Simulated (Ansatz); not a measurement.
# H₂OSSn (SMILES [O]1[S][SnH2]1): single points off equilibrium

Aim: energy, forces and dipole at a structure displaced at random from a GFN2-xTB minimum, from CCSD(T) and from density functionals.

Method: single points in def2-TZVPP; program: Ansatz 0.2.0, Gaussian basis.

Correlated methods freeze the cores. Filled d shells of the heavier atoms are correlated. Core potentials replace the inner electrons past krypton, and spin-orbit coupling is left out.

## 1. Starting geometry

SMILES `[O]1[S][SnH2]1`, 5 atoms, charge 0, spin multiplicity 1.

Atoms are counted from 1 here; the program's logs count them from 0.

Bond lengths: O1–S2 1.641 Å, S2–Sn3 2.606 Å, Sn3–H4 1.854 Å, Sn3–H5 1.840 Å. Angles: O1–S2–Sn3 69.6°, S2–Sn3–H4 104.9°, S2–Sn3–H5 105.9°, H4–Sn3–H5 92.6°.

Geometry (Å):

```
atom     x (Å)     y (Å)     z (Å)
  O1   0.10250  -0.51120   1.37210
  S2   1.41110  -1.24420   0.70740
 Sn3   0.21590   0.25720  -1.05530
  H4  -1.58340  -0.15890  -0.89560
  H5  -0.00620   1.89740  -0.25120
```

## 2. CCSD(T)/def2-TZVPP

The input, run/in.yaml:

```yaml
crystal:
  periodic: [false, false, false]
  atoms:
    - {symbol: O, position_ang: [0.102500, -0.511200, 1.372100]}
    - {symbol: S, position_ang: [1.411100, -1.244200, 0.707400]}
    - {symbol: Sn, position_ang: [0.215900, 0.257200, -1.055300]}
    - {symbol: H, position_ang: [-1.583400, -0.158900, -0.895600]}
    - {symbol: H, position_ang: [-0.006200, 1.897400, -0.251200]}
basis:
  gaussian: {orbitals: def2-TZVPP}
correlation: {method: ccsd_t}
output: {forces: true}
```

The command line of these runs was not kept.

## 3. PBE0-D4/def2-TZVPP

Changes to run/in.yaml since step 2:

```diff
@@ -10,3 +10,3 @@
   gaussian: {orbitals: def2-TZVPP}
-correlation: {method: ccsd_t}
-output: {forces: true}
+hamiltonian: {xc: pbe0, dispersion: d4}
+output: {forces: true, orbitals: {seedname: orbitals}}
```

## 4. wB97M-V/def2-TZVPP

Changes to run/in.yaml since step 3:

```diff
@@ -10,3 +10,3 @@
   gaussian: {orbitals: def2-TZVPP}
-hamiltonian: {xc: pbe0, dispersion: d4}
-output: {forces: true, orbitals: {seedname: orbitals}}
+hamiltonian: {xc: {name: wB97M-V}}
+output: {forces: true}
```

## 5. r2SCAN-D4/def2-TZVPP

Changes to run/in.yaml since step 4:

```diff
@@ -10,3 +10,3 @@
   gaussian: {orbitals: def2-TZVPP}
-hamiltonian: {xc: {name: wB97M-V}}
+hamiltonian: {xc: r2scan, dispersion: d4}
 output: {forces: true}
```

## 6. PBE-D4/def2-TZVPP

Changes to run/in.yaml since step 5:

```diff
@@ -10,3 +10,3 @@
   gaussian: {orbitals: def2-TZVPP}
-hamiltonian: {xc: r2scan, dispersion: d4}
+hamiltonian: {xc: pbe, dispersion: d4}
 output: {forces: true}
```

## 7. BHLYP-D4/def2-TZVPP

Changes to run/in.yaml since step 6:

```diff
@@ -10,3 +10,3 @@
   gaussian: {orbitals: def2-TZVPP}
-hamiltonian: {xc: pbe, dispersion: d4}
+hamiltonian: {xc: {name: BHLYP}, dispersion: d4}
 output: {forces: true}
```

## 8. LC-wPBE/def2-TZVPP

Changes to run/in.yaml since step 7:

```diff
@@ -10,3 +10,3 @@
   gaussian: {orbitals: def2-TZVPP}
-hamiltonian: {xc: {name: BHLYP}, dispersion: d4}
+hamiltonian: {xc: {name: LC-wPBE}}
 output: {forces: true}
```

(Steps that only read results are left out.)

Q: Predict the outcome of this session. Wanted: energy less free atoms, CCSD(T)/def2-TZVPP; RMS force component; RMS force error; HOMO and LUMO, PBE0-D4; T1 diagnostic.

**Answer**, as computed:

| quantity | value |
| --- | --- |
| energy less free atoms, CCSD(T)/def2-TZVPP | -239.8 kcal/mol |
| RMS force component | 0.888 to 1.616 eV/Å over the methods |
| RMS force error | PBE0-D4 0.364, wB97M-V 0.470, r2SCAN-D4 0.169, PBE-D4 0.216, BHLYP-D4 0.654, LC-wPBE 0.668 eV/Å |
| HOMO and LUMO, PBE0-D4 | -6.21 and -4.37 eV |
| T1 diagnostic | 0.024 |

What this shows: Against CCSD(T) the functionals' energies less atoms differ by -32.2 to +20.3 kcal/mol, PBE-D4 by -32.2 kcal/mol. A larger basis would deepen the CCSD(T) value, while the functionals are nearly converged already, so the order here is not reliable. For forces r2SCAN-D4 does best and LC-wPBE worst. Frozen-core CCSD(T) forces in triple zeta carry basis errors of their own, and this is one geometry, so small gaps rank nothing. The restricted Hartree–Fock reference is unstable towards an unrestricted one at one or more of these structures.
